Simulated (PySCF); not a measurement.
# Cl2H4N2Ti: the cost of one run

The runs use PySCF 2.14.0; levels as typed in each script, gas phase, geometry from GFN2-xTB.

### 1 Starting geometry

SMILES `N[Ti](N)(Cl)Cl`, 9 atoms, charge 0, spin multiplicity 1.

Bond lengths: N1–Ti2 1.836 Å, N1–H6 1.021 Å, N1–H7 1.021 Å, Ti2–N3 1.836 Å, Ti2–Cl4 2.149 Å, Ti2–Cl5 2.149 Å, N3–H8 1.021 Å, N3–H9 1.021 Å. Angles: Ti2–N1–H6 125.3°, Ti2–N1–H7 125.2°, H6–N1–H7 108.4°, N1–Ti2–N3 111.5°, N1–Ti2–Cl4 108.8°, N1–Ti2–Cl5 108.9°, N3–Ti2–Cl4 108.9°, N3–Ti2–Cl5 108.9°, Cl4–Ti2–Cl5 109.8°, Ti2–N3–H8 125.3°, Ti2–N3–H9 125.4°, H8–N3–H9 108.4°.

As a file:

```xyz
9
charge 0, multiplicity 1
N    -0.0021   -1.3281    1.5174
Ti    0.0001   -0.2949    0.0001
N     0.0027   -1.3276   -1.5176
Cl   -1.7585    0.9411   -0.0008
Cl    1.7580    0.9420    0.0015
H    -0.8308   -1.7342    1.9538
H     0.8255   -1.7394    1.9511
H     0.8316   -1.7330   -1.9541
H    -0.8247   -1.7278   -1.9619
```

### 2 Density, bond paths and surface potential (B3LYP/def2-svpd)

File input.py:

```python
import numpy as np
from pyscf import gto, scf, dft
from pyscf.scf import atom_ks, atom_hf
from scipy.linalg import block_diag

def solve(mol, dm0=None, hcore=None):
    mf = (dft.UKS if mol.spin else dft.RKS)(mol, xc='b3lyp')
    mf.grids.level = 3
    mf = mf.density_fit(auxbasis='def2-universal-jkfit')
    mf.conv_tol, mf.max_cycle = 1e-8, 80
    if hcore is not None:
        mf.get_hcore = lambda *args: hcore
    mf.kernel(dm0)
    if not mf.converged:
        mf = mf.newton().run(mf.mo_coeff, mf.mo_occ, max_cycle=30)
    assert mf.converged, 'SCF not converged'
    return mf

mol = gto.M(atom='''
N     -0.00205    -1.32811     1.51739
Ti     0.00011    -0.29489     0.00005
N      0.00268    -1.32756    -1.51756
Cl    -1.75847     0.94108    -0.00084
Cl     1.75797     0.94196     0.00149
H     -0.83077    -1.73416     1.95378
H      0.82552    -1.73942     1.95115
H      0.83160    -1.73304    -1.95409
H     -0.82467    -1.72777    -1.96186
''', basis='def2-svpd', charge=0, spin=0, verbose=4)
mf = solve(mol)
mf.analyze()
# spherically averaged free atoms, for the promolecule
atm = atom_ks.get_atm_nrks(mol, xc='b3lyp')
pro = block_diag(*[(atm[a[0]][2] * atm[a[0]][3]) @ atm[a[0]][2].T for a in mol._atom])
np.savez('result.npz', e=mf.e_tot, c=mf.mo_coeff, occ=mf.mo_occ, eps=mf.mo_energy, pro=pro, dip=mf.dip_moment(verbose=0), s2=mf.spin_square()[0])
```

Command:

```bash
$ OMP_NUM_THREADS=1 python input.py
```

Q: Estimate wall time and peak memory on 1 thread of Arm Neoverse N1, shared host.

About 45 s, with a peak of 0.65 GiB.
